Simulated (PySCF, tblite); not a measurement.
# C₆H₁₄BP: geometry, infrared bands and NMR shifts

Aim: predict the infrared bands and NMR shifts of C₆H₁₄BP (`[BH3-][P+]1([C@H](C)CC)C=C1`).

Computed with tblite 0.8.0 and PySCF 2.14.0, with density-fitted response routines of our own, on a single molecule in the gas phase. Atoms are numbered from 0 throughout.

## Step 1: The starting structure

22 atoms, charge 0, multiplicity 1; geometry from: force field or distance geometry start.

Bonds of the start (Å): B0–P1 1.88, P1–C2 1.81, C2–C3 1.53, C2–C4 1.49, C4–C5 1.50, P1–C6 1.78, C6–C7 1.33, C7–P1 1.80, B0–H8 1.18, B0–H9 1.20, B0–H10 1.21, C2–H11 1.12, C3–H12 1.08, C3–H13 1.13, C3–H14 1.11, C4–H15 1.12, C4–H16 1.11, C5–H17 1.09, C5–H18 1.14, C5–H19 1.13, C6–H20 1.09, C7–H21 1.10.

## Step 2: Optimising the geometry with GFN2-xTB

What the job is given:

```
{"job": {"kind": "relax", "xc": "GFN2-xTB", "basis": "xTB"}, "charge": 0, "multiplicity": 1}
B     -1.830200    -0.733100    -1.283100
P     -0.788100    -0.632000     0.275800
C      0.516400     0.615500     0.404300
C     -0.195100     1.967200     0.305800
C      1.579200     0.522600    -0.628800
C      2.330500    -0.780100    -0.615300
C     -1.117800    -1.693700     1.669200
C     -1.821900    -0.573000     1.751800
H     -1.283400    -1.284700    -2.172700
H     -2.832300    -1.336700    -1.021000
H     -2.083600     0.381200    -1.679100
H      1.025300     0.499400     1.396300
H      0.481800     2.732100    -0.058900
H     -0.607600     2.234400     1.318300
H     -1.047800     1.891200    -0.393000
H      2.317000     1.333600    -0.403500
H      1.173400     0.760500    -1.636000
H      1.772800    -1.628800    -1.018600
H      2.551400    -0.978700     0.482700
H      3.317800    -0.683700    -1.149600
H     -0.903900    -2.637700     2.168400
H     -2.564400     0.043900     2.286100
```

Started as:

```sh
OMP_NUM_THREADS=1 python probes_run.py task.json out
```

One launch serves the whole session: the jobs run in the order shown.

**Question.** This job is followed by: GFN2-xTB harmonic vibrations, gas phase; GIAO PBE0/pcSseg-1 NMR shielding, non-relativistic, gas phase. What will the session give for the following? strongest single infrared mode (GFN2-xTB); zero-point energy (GFN2-xTB); ¹³C shifts against TMS (PBE0/pcSseg-1); ¹H shifts against TMS (PBE0/pcSseg-1, means over atoms taken as alike); ¹¹B shifts against BF3·OEt2 (PBE0/pcSseg-1); ³¹P shifts against H3PO4 (PBE0/pcSseg-1).

**Answer**, as computed:

| quantity | value |
| --- | --- |
| strongest single infrared mode (GFN2-xTB) | 1073 cm⁻¹, 171 km/mol |
| zero-point energy (GFN2-xTB) | 113.2 kcal/mol |
| ¹³C shifts against TMS (PBE0/pcSseg-1) | 150.3, 146.0, 55.6, 30.1, 18.4, 17.6 ppm |
| ¹H shifts against TMS (PBE0/pcSseg-1, means over atoms taken as alike) | 8.94, 8.94, 1.73, 1.46, 1.33, 1.32, 0.94, 0.85 ppm |
| ¹¹B shifts against BF3·OEt2 (PBE0/pcSseg-1) | -49.2 ppm |
| ³¹P shifts against H3PO4 (PBE0/pcSseg-1) | -137.6 ppm |

Relaxing lowered the energy by 0.634 eV in 73 steps; the close pair that moved most is B0–P1, from 1.878 to 1.948 Å. No mode is imaginary among the 60: a minimum at this level. GFN2-xTB is a fitted tight-binding method: band positions and strengths are rough. Its intensities can rank the bands wrongly. At PBE0/pcSseg-1: The largest span, 724 ppm, is at P1, where the paramagnetic term is -510 ppm.
